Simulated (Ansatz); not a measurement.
# C₂H₆BFOS: up Jacob's ladder to CCSD(T)

One table from this session's results is given with a row withheld; the runs are named, their logs left out.

Method: functionals in def2-TZVPP, the program's frozen cores in correlated methods; program: Ansatz 0.2.0, Gaussian basis.

Levels to be run: PBE-D4, r2SCAN-D4, PBE0-D4, B3LYP-D4, ωB97X-V, ωB97M-V, B2PLYP; CCSD(T)/def2-TZVPP; MP2/def2-QZVPP; extrapolation to the limit.

## The relaxed structure

All runs share one geometry, relaxed beforehand with PBE0-D4 in a triple-zeta def2 set.

SMILES `CB(F)C(O)S`, 12 atoms, charge 0, spin multiplicity 1.

Atoms are counted from 1 here; the program's logs count them from 0.

Bond lengths: C1–B2 1.560 Å, C1–H7 1.091 Å, C1–H8 1.097 Å, C1–H9 1.093 Å, B2–F3 1.349 Å, B2–C4 1.560 Å, C4–O5 1.377 Å, C4–S6 1.909 Å, C4–H10 1.087 Å, O5–H11 0.964 Å, S6–H12 1.342 Å. Angles: B2–C1–H7 113.7°, B2–C1–H8 108.4°, B2–C1–H9 111.6°, H7–C1–H8 107.4°, H7–C1–H9 108.8°, H8–C1–H9 106.6°, C1–B2–F3 119.2°, C1–B2–C4 126.6°, F3–B2–C4 114.0°, B2–C4–O5 118.8°, B2–C4–S6 88.5°, B2–C4–H10 119.7°, O5–C4–S6 110.7°, O5–C4–H10 109.8°, S6–C4–H10 106.2°, C4–O5–H11 108.2°, C4–S6–H12 96.4°.

Set-up of the first run:

in.yaml

```yaml
crystal:
  periodic: [false, false, false]
  atoms:
    - {symbol: C, position_ang: [-0.404684, 1.417371, -0.766440]}
    - {symbol: B, position_ang: [0.461495, 0.385528, 0.020278]}
    - {symbol: F, position_ang: [1.574017, 0.807363, 0.655580]}
    - {symbol: C, position_ang: [0.242347, -1.158317, 0.080455]}
    - {symbol: O, position_ang: [1.303762, -1.965051, 0.424121]}
    - {symbol: S, position_ang: [-0.910984, -0.884304, 1.577099]}
    - {symbol: H, position_ang: [-1.343646, 1.006912, -1.141344]}
    - {symbol: H, position_ang: [0.171152, 1.763433, -1.633411]}
    - {symbol: H, position_ang: [-0.623784, 2.301988, -0.163665]}
    - {symbol: H, position_ang: [-0.359394, -1.647325, -0.681207]}
    - {symbol: H, position_ang: [1.996819, -1.407674, 0.796228]}
    - {symbol: H, position_ang: [-2.030001, -0.675323, 0.866205]}
basis:
  gaussian: {orbitals: def2-TZVPP}
hamiltonian: {xc: pbe, dispersion: d4}
output: {forces: true, orbitals: {seedname: orbitals}}
```

The run is started by

```sh
$ ansatz run in.yaml --threads 4 --pin off --events-out ev --progress --plain --max-ram 10444MiB
```

Steps of the session up to this table: PBE-D4 (GGA); r2SCAN-D4 (meta-GGA); PBE0-D4 (hybrid); B3LYP-D4 (hybrid); ωB97X-V (range-separated); ωB97M-V (range-separated); B2PLYP (double hybrid); CCSD(T) in def2-TZVPP; MP2 in def2-QZVPP.

One table of the session follows, with a row left open; its other results are not shown here.

| method | atomisation energy (kJ/mol) |
| --- | --- |
| PBE-D4 | 4788.0 |
| r2SCAN-D4 | 4693.5 |
| PBE0-D4 | 4684.9 |
| B3LYP-D4 | 4653.2 |
| ωB97X-V | 4665.0 |
| ωB97M-V | 4683.4 |
| B2PLYP | ? |
| HF/def2-TZVPP | 3381.6 |
| MP2/def2-TZVPP | 4640.1 |
| CCSD/def2-TZVPP | 4456.1 |
| CCSD(T)/def2-TZVPP | 4532.8 |
| MP2/CBS | 4757.5 |
| CCSD(T)/CBS | 4650.2 |

Q: Estimate the row for B2PLYP from the others.

**Answer.** atomisation energy (kJ/mol): 4606.5. In the column «atomisation energy (kJ/mol)» it lies between CCSD(T)/def2-TZVPP (4532.8) and MP2/def2-TZVPP (4640.1).
